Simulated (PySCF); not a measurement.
**AlBrCl (SMILES [Cl][Al][Br]): UTPSSh/def2-SVP**

Aim: the vertical ionisation energy of AlBrCl at UTPSSh/def2-SVP, from 2 runs. The job is set up through a Python script.

Program for the calculation: PySCF 2.14.0.

## (1) Starting point

AlBrCl: 3 atoms, total charge 0, spin state doublet. As SMILES, `[Cl][Al][Br]`. Geometry: relaxed at PBE0-D4/def2-TZVP.

Bond lengths: Cl1–Al2 2.102 Å, Al2–Br3 2.266 Å. Angles: Cl1–Al2–Br3 118.9°.

## (2) The energy at UTPSSh/def2-SVP

input.py

```python
from pyscf import gto, dft

system = gto.M(
    atom=[
    ('Cl', (0.439900, 1.761100, 0.423900)),
    ('Al', (-0.648100, 0.131300, -0.337700)),
    ('Br', (0.197100, -1.957200, -0.099400)),
],
    spin=1,
    basis='def2-svp',
    max_memory=1860,
    verbose=3,
)

calc0 = dft.UKS(system)
calc0.xc = 'tpssh'
calc0.conv_tol = 1e-10
calc0.grids.level = 4
calc0.kernel()
if not calc0.converged:
    calc0 = calc0.newton().run(calc0.mo_coeff, calc0.mo_occ)

etot = calc0.e_tot
print('E = %.10f Eh' % etot)
```

Command:

```sh
$ OMP_NUM_THREADS=1 python input.py
```

The program printed:

```text
converged SCF energy = -3276.29630810223  <S^2> = 0.7520108  2S+1 = 2.0020098
E = -3276.2963081022 Eh
```

It took 19 s on 1 thread of Arm Neoverse V1, shared host; peak memory 0.36 GiB.

## (3) The singlet cation

input.py

```python
from pyscf import gto, dft

molecule = gto.M(
    atom='Cl 0.439900 1.761100 0.423900; Al -0.648100 0.131300 -0.337700; Br 0.197100 -1.957200 -0.099400',
    spin=0,
    basis='def2-svp',
    charge=1,
    verbose=4,
    max_memory=1860,
)

myscf = dft.RKS(molecule, xc='tpssh')
myscf.conv_tol = 1e-10
myscf.grids.level = 4
myscf.kernel()
if not myscf.converged:
    myscf = myscf.newton().run(myscf.mo_coeff, myscf.mo_occ)

energy = myscf.e_tot
print('E = %.10f Eh' % energy)
```

Command:

```sh
$ OMP_NUM_THREADS=1 python input.py
```

The program printed:

```text
PySCF version 2.14.0

[INPUT] num. atoms = 3
[INPUT] num. electrons = 64
[INPUT] charge = 1
[INPUT] spin (= nelec alpha-beta = 2S) = 0
[INPUT] symmetry False subgroup None
[INPUT] Mole.unit = angstrom
[INPUT] Symbol           X                Y                Z      unit          X                Y                Z       unit  Magmom
[INPUT]  1 Cl     0.439900000000   1.761100000000   0.423900000000 AA    0.831290522196   3.327996677972   0.801054904203 Bohr   0.0
[INPUT]  2 Al    -0.648100000000   0.131300000000  -0.337700000000 AA   -1.224731501331   0.248121040155  -0.638160512266 Bohr   0.0
[INPUT]  3 Br     0.197100000000  -1.957200000000  -0.099400000000 AA    0.372465019152  -3.698571970999  -0.187838776782 Bohr   0.0

nuclear repulsion = 245.578057730581
number of shells = 28
number of NR pGTOs = 146
number of NR cGTOs = 68
basis = def2-svp
ecp = {}

******** <class 'pyscf.dft.rks.RKS'> ********
method = RKS
initial guess = minao
damping factor = 0
level_shift factor = 0
DIIS = <class 'pyscf.scf.diis.CDIIS'>
diis_start_cycle = 1
diis_space = 8
diis_damp = 0
SCF conv_tol = 1e-10
SCF conv_tol_grad = None
SCF max_cycles = 50
direct_scf = True
direct_scf_tol = 1e-13
XC library pyscf.dft.libxc version 7.0.0
    S. Lehtola, C. Steigemann, M. J.T. Oliveira, and M. A.L. Marques.,  SoftwareX 7, 1–5 (2018)
XC functionals = tpssh
radial grids:
    Treutler-Ahlrichs [JCP 102, 346 (1995); DOI:10.1063/1.469408] (M4) radial grids

becke partition: Becke, JCP 88, 2547 (1988); DOI:10.1063/1.454033
pruning grids: <function nwchem_prune>
grids dens level: 4
symmetrized grids: False
atomic radii adjust function: <function treutler_atomic_radii_adjust>
small_rho_cutoff = 0
Set gradient conv threshold to 1e-05
Initial guess from minao.
tot grids = 87568
init E= -3275.35911330964
  HOMO = -0.335106149418641  LUMO = -0.175127917897763  gap/eV = 4.35323
cycle= 1 E= -3275.89554424515  delta_E= -0.536  |g|= 0.424  |ddm|= 2.13
  HOMO = -0.473447730796065  LUMO = -0.440553539943259  gap/eV = 0.89510
cycle= 2 E= -3275.59797627006  delta_E= 0.298  |g|=    1  |ddm|= 2.26
  HOMO = -0.51083775454682  LUMO = -0.41000775572433  gap/eV = 2.74372
cycle= 3 E= -3275.97624928629  delta_E= -0.378  |g|= 0.0836  |ddm|= 1.51
  HOMO = -0.504117112218633  LUMO = -0.404071505702443  gap/eV = 2.72238
cycle= 4 E= -3275.97693054891  delta_E= -0.000681  |g|= 0.025  |ddm|= 0.0763
  HOMO = -0.505653395129073  LUMO = -0.404219139414365  gap/eV = 2.76017
cycle= 5 E= -3275.9770211573  delta_E= -9.06e-05  |g|= 0.00442  |ddm|= 0.0207
  HOMO = -0.505911520080306  LUMO = -0.403823515218242  gap/eV = 2.77796
cycle= 6 E= -3275.97702818991  delta_E= -7.03e-06  |g|= 0.00182  |ddm|= 0.00782
  HOMO = -0.505809984274934  LUMO = -0.403794971493543  gap/eV = 2.77597
cycle= 7 E= -3275.97702928251  delta_E= -1.09e-06  |g|= 0.000534  |ddm|= 0.00329
  HOMO = -0.505873077753467  LUMO = -0.403752952954073  gap/eV = 2.77883
cycle= 8 E= -3275.97702938975  delta_E= -1.07e-07  |g|= 9.06e-05  |ddm|= 0.00103
  HOMO = -0.505853056963705  LUMO = -0.403744182121653  gap/eV = 2.77852
cycle= 9 E= -3275.97702939271  delta_E= -2.96e-09  |g|= 1.32e-05  |ddm|= 0.000146
  HOMO = -0.505853804049257  LUMO = -0.403744521246443  gap/eV = 2.77854
cycle= 10 E= -3275.97702939277  delta_E= -6.09e-11  |g|= 3.1e-06  |ddm|= 1.85e-05
  HOMO = -0.505854144385199  LUMO = -0.403744755841237  gap/eV = 2.77854
Extra cycle  E= -3275.97702939276  delta_E= 8.64e-12  |g|= 3.15e-06  |ddm|= 7.45e-06
converged SCF energy = -3275.97702939276
E = -3275.9770293928 Eh
```

It took 9.9 s on 1 thread of Arm Neoverse V1, shared host; peak memory 0.35 GiB.

## (4) Outcome

At UTPSSh/def2-SVP:

```
                                          quantity           value
                      doublet AlBrCl: total energy  -3276.29631 Eh
                     doublet AlBrCl: dipole moment          1.40 D
doublet AlBrCl: HOMO energy (highest over α and β)        -6.08 eV
 doublet AlBrCl: LUMO energy (lowest over α and β)        -3.89 eV
                              doublet AlBrCl: ⟨S²⟩           0.752
                      singlet cation: total energy  -3275.97703 Eh
                       singlet cation: HOMO energy       -13.76 eV
                       singlet cation: LUMO energy       -10.99 eV
                     singlet cation: HOMO–LUMO gap         2.78 eV
vertical ionisation energy (to the singlet cation)        8.688 eV
```

**Reading.** Removing an electron at fixed nuclei costs 8.69 eV (200 kcal/mol). Only the singlet of the ionised species was computed; a triplet could lie lower.
